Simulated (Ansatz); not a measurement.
**GaNH₂+ (quartet): wave-function methods side by side, cc-pVDZ**

How much of the correlation energy of GaNH₂+ (quartet) does each wave-function method recover here?

Computed with Ansatz 0.2.0, Gaussian basis. Level: cc-pVDZ, core rule «outside noble gas», up to 15 orbitals frozen.

Plan: UHF; CCSD(T) on ROHF; CCSD(T) on UHF; BCCD(T) on ROHF; CISD; CCSDT(Q) on ROHF; CCSDT(Q) on UHF; CCSDTQ on ROHF.

12 further runs of the same task are left out: 9 for a known fault of the program, 3 set aside as unsound or not needed.

## 1. The geometry

The geometry is a PBE0/def2-TZVP stationary point (not a proven minimum) of the parent state, kept for this charge and spin. No spin-orbit coupling is included. The filled d shell of Ga may be among the frozen orbitals whatever the setting's name suggests; the logs give the count.

4 atoms, charge 1, spin multiplicity 4.

Atoms are counted from 1 here; the program's logs count them from 0.

Bond lengths: N1–Ga2 1.886 Å, N1–H3 1.014 Å, N1–H4 1.014 Å. Angles: Ga2–N1–H3 111.5°, Ga2–N1–H4 111.5°, H3–N1–H4 109.1°.

## 2. UHF

The input, in.yaml:

```yaml
crystal:
  periodic: [false, false, false]
  atoms:
    - {symbol: N, position_ang: [-0.104201, 0.000000, 1.521268]}
    - {symbol: Ga, position_ang: [0.011438, 0.000000, -0.361116]}
    - {symbol: H, position_ang: [0.328389, -0.826162, 1.919816]}
    - {symbol: H, position_ang: [0.328389, 0.826162, 1.919816]}
basis:
  gaussian: {orbitals: cc-pVDZ}
total_charge: 1
magnetization: {spin_polarized: true, initial_magnetization: 3}
hamiltonian: {xc: hf}
output: {orbitals: {seedname: orbitals}}
```

Run with:

```sh
$ ansatz run in.yaml --threads 1 --pin off --events-out ev --progress --plain --max-ram 4096MiB --backend cpu
```

Further steps of the session: CCSD(T) on ROHF; CCSD(T) on UHF; BCCD(T) on ROHF; CISD; CCSDT(Q) on ROHF; CCSDT(Q) on UHF; CCSDTQ on ROHF.

Before running them: what should the planned runs give, taken together? Wanted: RCCSDTQ below the RHF energy; RMP2 from RCCSDTQ; UMP2 from RCCSDTQ; RCCSD from RCCSDTQ; RCCSD(T) from RCCSDTQ; UCCSD(T) from RCCSDTQ; RCCSDT(Q) from RCCSDTQ; UCCSDT(Q) from RCCSDTQ; T1 diagnostic.

The runs gave:

| quantity | value |
| --- | --- |
| RCCSDTQ below the RHF energy | -4.9680 eV |
| RMP2 from RCCSDTQ | +688.0 meV |
| UMP2 from RCCSDTQ | +669.7 meV |
| RCCSD from RCCSDTQ | +114.9 meV |
| RCCSD(T) from RCCSDTQ | +20.1 meV |
| UCCSD(T) from RCCSDTQ | +0.9 meV |
| RCCSDT(Q) from RCCSDTQ | +0.2 meV |
| UCCSDT(Q) from RCCSDTQ | -19.3 meV |
| levels within 1 kcal/mol (43 meV) | RCCSD(T), UCCSD(T), BCCD(T), RCCSDT, UCCSDT, RCCSDT(Q), UCCSDT(Q) |
| T1 diagnostic | 0.017 |

What this shows: RCCSD(T) misses by +20.1 meV, 0.4 % of the correlation energy. These misses are within one basis, not against nature; the frozen cores of restricted and unrestricted runs differ, which can shift their rows.
